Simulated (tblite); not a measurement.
# C4H11AlCl2O: the cost of one run

Programs: tblite 0.8.0 and PySCF 2.14.0, with density-fitted response routines of our own. Each step states its level of theory. These are calculated values for one molecule in the gas phase, unless marked as measured. Atoms count from 0, in the outputs and in this text.

## Step 1: The starting structure

19 atoms, charge 0, multiplicity 1; geometry from: force field or distance geometry start.

Bonds of the start (Å): C0–O1 1.42, O1–C2 1.41, C2–C3 1.54, C3–Cl4 1.80, O1–Al5 1.88, Al5–C6 1.99, C6–Cl7 1.78, C0–H8 1.12, C0–H9 1.10, C0–H10 1.12, C2–H11 1.13, C2–H12 1.11, C3–H13 1.10, C3–H14 1.10, Al5–H15 1.59, Al5–H16 1.59, C6–H17 1.12, C6–H18 1.10.

## Step 2: Geometry optimisation with GFN2-xTB

The job: settings as JSON, then the geometry in Å.

```
{"job": {"kind": "relax", "xc": "GFN2-xTB", "basis": "xTB"}, "charge": 0, "multiplicity": 1}
C     -0.426700    -1.968700     0.031300
O     -0.315700    -0.557600     0.192500
C     -1.539200     0.063500    -0.129800
C     -1.668100     1.446000     0.531000
Cl    -1.562000     1.279000     2.319800
Al     1.089800     0.048700    -0.897100
C      2.647500     0.534600     0.248400
Cl     2.180100     1.834200     1.375100
H     -1.178200    -2.379200     0.747600
H      0.515800    -2.481400     0.285900
H     -0.744000    -2.243400    -1.006400
H     -2.425400    -0.529100     0.230900
H     -1.691400     0.176400    -1.224600
H     -2.643900     1.890700     0.279800
H     -0.872000     2.131700     0.189200
H      0.637000     1.335800    -1.714800
H      1.538100    -1.089500    -1.917600
H      2.964500    -0.364400     0.831800
H      3.484100     0.882000    -0.380400
```

Run with:

```bash
> OMP_NUM_THREADS=1 python probes_run.py task.json out
```

The driver reads the jobs from task.json and runs them one after another.

Q: Estimate the wall time and peak memory of this first job on 1 thread of Arm Neoverse V1, shared host.

About 2.1 s, with a peak of 0.17 GiB.
